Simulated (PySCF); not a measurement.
# CsBr: from the state search to spectroscopic constants

One table from this session's results is given with a row withheld; the runs are named, their logs left out.

Method: Cs def2-SVP with ECP46, Br def2-SVP, scalar-relativistic core potentials; program: PySCF 2.14.0.

The first run:

The job is set up so:

| Item | Value |
| --- | --- |
| atoms | Cs, Br |
| charge | 0 |
| basis | Cs def2-SVP with ECP46, Br def2-SVP |
| Hamiltonian | scalar-relativistic core potentials |
| basis functions | 56 |
| electrons treated | 44 |
| masses in u | 132.9054, 78.9183 |
| levels | PBE0, PBE, r²SCAN, LDA, B3LYP, PBEsol, LC-ωPBE, HF, MP2, SCS-MP2, CCSD, CCSD(T) |
| grid | 80 radial by 434 angular points |
| occupations | held fixed by the projection of orbital angular momentum |
| dissociation limit | Cs + Br, each in its ground configuration |
| starting distance in angstrom | 3.320 |
| values of 2S to try | 0, 2 |

Started as:

```
OMP_NUM_THREADS=1 python dia.py task.json out
```

Among the steps run: The job; PBE0 along the bond; Excited determinants; PBE; r²SCAN (meta-GGA); LDA; B3LYP; PBEsol; LC-ωPBE; RHF (mean field); Adding correlation.

One table of the session follows, with a row left open; its other results are not shown here.

It belongs to the step «The curves together». Energy (eV) from each level's lowest point:

```
R (Å)    RHF  RHF-MP2  RHF-SCS-MP2  RHF-CCSD  RHF-CCSD(T)
2.700  0.926    0.806        0.828       n/a          n/a
2.825  0.454    0.370        0.385     0.382        0.378
2.951  0.180    0.127        0.135     0.134        0.131
3.045  0.067    0.035        0.039     0.038        0.037
3.139  0.012    0.000        0.000     0.000        0.000
3.233  0.000    0.007        0.003     0.004        0.005
3.359  0.033    0.062        0.055     0.057        0.059
3.516      ?        ?            ?         ?            ?
3.704  0.283    0.363        0.347     0.353        0.358
3.955  0.526    0.633        0.613       n/a          n/a
```

**Question.** Estimate the row for R (Å) = 3.516.

Worked estimate for «RHF». A straight line through the neighbours (3.359, 0.033) and (3.704, 0.283) gives 0.033 + (0.283 − 0.033) × (3.516 − 3.359) / (3.704 − 3.359) = 0.147; a parabola fitted to 4 rows on both sides gives 0.133.

The run gave: RHF: 0.127; RHF-MP2: 0.181; RHF-SCS-MP2: 0.169; RHF-CCSD: 0.173; RHF-CCSD(T): 0.176. In «RHF» the line misses by +0.020 and the parabola by +0.006.
